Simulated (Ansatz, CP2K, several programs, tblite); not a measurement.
# What each method gives for WS2 (2H-MoS2 type)

WS2 built on the 2H-MoS2 prototype, relaxed with r2SCAN+rVV10 in Ansatz, was computed with several methods. It is hexagonal, P6_3/mmc (No. 194); a = 3.170 Å, c = 12.491 Å in the conventional setting, 18.12 Å³ an atom. W is surrounded by 6 S at 2.41 Å; S is surrounded by 3 W at 2.41 Å. Spin-unpolarised throughout; all numbers are computed.

```yaml
crystal:
  lattice:
    - [3.16995, 0.00000, 0.00000]
    - [-1.58497, 2.74525, 0.00000]
    - [0.00000, 0.00000, 12.49107]
  atoms:
    - { symbol: W, position: [0.33333, 0.66667, 0.25000] }
    - { symbol: W, position: [0.66667, 0.33333, 0.75000] }
    - { symbol: S, position: [0.66667, 0.33333, 0.37511] }
    - { symbol: S, position: [0.66667, 0.33333, 0.12489] }
    - { symbol: S, position: [0.33333, 0.66667, 0.87511] }
    - { symbol: S, position: [0.33333, 0.66667, 0.62489] }
```

Gaps and times are for a single point on this cell; volume and bulk modulus come from each method's own relaxation or energy curve at fixed shape, which is too stiff where a cell has free coordinates or axes. Times are rough, from shared hosts (Arm Neoverse V2), and each method has its own mesh and cell size. A double dagger marks a value from a curve with shape and coordinates held. GFN1-xTB (tblite), GFN2-xTB (tblite) treat a cluster of cells at its zone centre, which samples few k points: where these miss a band edge, the gap comes out too large for that reason alone. Gaps from k meshes are read at a limited set of points (mesh, symmetry points, PBE's band edges), so each method's own least gap may be somewhat smaller. xTB and the PM methods were fitted mostly to molecules, and can miss a solid's gap by electronvolts. Minimal bases can be far off for gaps. Curves at held shape can't give the bulk modulus of a layered or molecular crystal, so none is listed. d marks a direct gap, i an indirect one (no mark: not told apart), a dash a value that wasn't computed or didn't pass its checks.

| method | kind | gap (eV) | own volume (Å³/atom) | bulk modulus (GPa) | atoms computed | processor time |
| --- | --- | --- | --- | --- | --- | --- |
| light PBE (260 eV and a coarse mesh) | light plane-wave | 1.04 i | – | – | 6 | 1.9 s |
| GFN1-xTB (tblite) | tight binding | 2.33 | 18.28‡ | – | 54 | 3.1 s |
| GFN2-xTB (tblite) | tight binding | 1.39 | 19.07‡ | – | 54 | 5.6 s |
| PBE | semilocal | 1.04 i | – | – | 6 | 6.8 s |
| PBE/SZV (CP2K) | small basis | 0.59 i | 18.83‡ | – | 6 | 12 s |
| r2SCAN | semilocal | 1.15 i | – | – | 6 | 17 s |
| PBE/DZVP (CP2K) | small basis | 1.08 i | 18.36‡ | – | 6 | 28 s |

Against r2SCAN (1.15 eV) and with closed or daggered gaps left aside, the nearest gap at the points sampled is that of PBE/DZVP (CP2K) (-0.07 eV) and the farthest that of GFN1-xTB (tblite) (+1.18 eV). r2SCAN is only a yardstick of convenience: semilocal gaps usually lie below measured ones, which GLLB-SC and hybrids aim to mend.

Runs without a result: GLLB-SC (GPAW) (single point), PM7 (MOPAC) (single point, out of time).

Spin-orbit coupling is left out, which matters wherever the heavy atoms make up the band edges.
